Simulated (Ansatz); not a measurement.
# CH6N2OSi: one species, many methods

An exercise on one series of results from a longer session: the logs are not shown, and one member is left open.

Program: Ansatz 0.2.0, Gaussian basis. Level of theory: functionals in def2-TZVPP, the program's frozen cores in correlated methods. These are calculated values, not measurements.

Levels to be run: LDA (SPW92), PBE-D4, revPBE-D4, BLYP-D4, r2SCAN-D4, B97M-V, PBE0-D4, B3LYP-D4, r2SCANh-D4, r2SCAN0-D4, HSE06-D4, BHLYP-D4, CAM-B3LYP-D4, LC-ωPBE, ωB97X-V, ωB97M-V, B2PLYP, PBE-QIDH; CCSD(T)/def2-SVP; CCSD(T)/def2-TZVPP; MP2/def2-QZVPP; extrapolation to the limit; RPA on PBE.

### The geometry

An earlier PBE0-D4 in a triple-zeta def2 set relaxation fixed the geometry.

SMILES `N=C(N)O[SiH3]`, 11 atoms, charge 0, spin multiplicity 1.

Atoms are counted from 1 here; the program's logs count them from 0.

Bond lengths: N1–C2 1.268 Å, N1–H6 1.014 Å, C2–N3 1.362 Å, C2–O4 1.358 Å, N3–H7 1.004 Å, N3–H8 1.004 Å, O4–Si5 1.664 Å, Si5–H9 1.484 Å, Si5–H10 1.484 Å, Si5–H11 1.478 Å. Angles: C2–N1–H6 113.6°, N1–C2–N3 122.0°, N1–C2–O4 127.9°, N3–C2–O4 110.1°, C2–N3–H7 117.1°, C2–N3–H8 115.3°, H7–N3–H8 117.3°, C2–O4–Si5 123.9°, O4–Si5–H9 110.5°, O4–Si5–H10 110.5°, O4–Si5–H11 104.5°, H9–Si5–H10 109.3°, H9–Si5–H11 110.9°, H10–Si5–H11 111.0°.

Coordinates:

```mol
CH6N2OSi
  3D, bonds by distance, orders not assigned

 11 10  0  0  0  0  0  0  0  0999 V2000
    1.2121    0.3410    1.0711 N   0  0
    0.4897   -0.5442    0.5213 C   0  0
    0.6309   -1.8691    0.8061 N   0  0
   -0.4745   -0.3686   -0.4188 O   0  0
   -0.8680    1.1069   -1.0792 Si  0  0
    1.0404    1.2775    0.7233 H   0  0
   -0.1487   -2.4673    0.6005 H   0  0
    1.1674   -2.0771    1.6293 H   0  0
   -1.3364    2.0411   -0.0250 H   0  0
    0.3054    1.6958   -1.7710 H   0  0
   -1.9529    0.8070   -2.0369 H   0  0
  1  2  8  0
  2  3  8  0
  2  4  8  0
  4  5  8  0
  1  6  8  0
  3  7  8  0
  3  8  8  0
  5  9  8  0
  5 10  8  0
  5 11  8  0
M  END
```

Set-up of the first run:

Input file in.yaml:

```yaml
crystal:
  periodic: [false, false, false]
  atoms:
    - {symbol: N, position_ang: [1.212096, 0.341046, 1.071065]}
    - {symbol: C, position_ang: [0.489654, -0.544211, 0.521329]}
    - {symbol: N, position_ang: [0.630890, -1.869110, 0.806098]}
    - {symbol: O, position_ang: [-0.474500, -0.368610, -0.418814]}
    - {symbol: Si, position_ang: [-0.867953, 1.106936, -1.079175]}
    - {symbol: H, position_ang: [1.040363, 1.277499, 0.723303]}
    - {symbol: H, position_ang: [-0.148722, -2.467305, 0.600536]}
    - {symbol: H, position_ang: [1.167446, -2.077107, 1.629322]}
    - {symbol: H, position_ang: [-1.336432, 2.041087, -0.024968]}
    - {symbol: H, position_ang: [0.305354, 1.695820, -1.770975]}
    - {symbol: H, position_ang: [-1.952898, 0.806953, -2.036920]}
basis:
  gaussian: {orbitals: def2-TZVPP}
hamiltonian: {xc: lda}
output: {orbitals: {seedname: orbitals}}
```

On the command line:

```
ansatz run in.yaml --threads 4 --pin off --events-out ev --progress --plain --max-ram 10444MiB
```

Among the steps run: LDA; PBE-D4 (GGA); revPBE-D4 (GGA); BLYP-D4 (GGA); r2SCAN-D4 (meta-GGA); B97M-V (meta-GGA); PBE0-D4 (hybrid); B3LYP-D4 (hybrid); r2SCANh-D4 (hybrid); r2SCAN0-D4 (hybrid); HSE06-D4 (hybrid); BHLYP-D4 (hybrid); CAM-B3LYP-D4 (range-separated); LC-ωPBE (range-separated); ωB97X-V (range-separated); ωB97M-V (range-separated); B2PLYP (double hybrid); PBE-QIDH (double hybrid).

One of the session's tables, all rows but one given; the rest of the session is left out.

It belongs to the step «Frontier levels by functional». 

| functional | HOMO (eV) | gap (eV) |
| --- | --- | --- |
| LDA (SPW92) | -5.99 | 4.90 |
| PBE-D4 | -5.79 | 4.96 |
| revPBE-D4 | -5.72 | 5.00 |
| BLYP-D4 | -5.66 | 4.95 |
| r2SCAN-D4 | -6.06 | 5.68 |
| B97M-V | -6.12 | 5.46 |
| PBE0-D4 | -7.11 | 7.13 |
| B3LYP-D4 | -6.88 | 6.67 |
| r2SCANh-D4 | ? | ? |
| r2SCAN0-D4 | -7.30 | 7.61 |
| HSE06-D4 | -6.70 | 6.35 |
| BHLYP-D4 | -8.33 | 9.16 |
| CAM-B3LYP-D4 | -8.51 | 9.46 |
| LC-ωPBE | -9.89 | 12.04 |
| ωB97X-V | -9.51 | 11.51 |
| ωB97M-V | -9.43 | 11.07 |

**Question.** Estimate the row for r2SCANh-D4.

Worked estimate for «HOMO (eV)». Against the share of exact exchange, r2SCAN-D4 (0, -6.06), r2SCAN0-D4 (0.25, -7.30) give a slope of -4.96 per unit share; at 0.1 the line stands at -6.56.

**Answer.** HOMO (eV): -6.55; gap (eV): 6.46. In «HOMO (eV)» the line misses by -0.01.
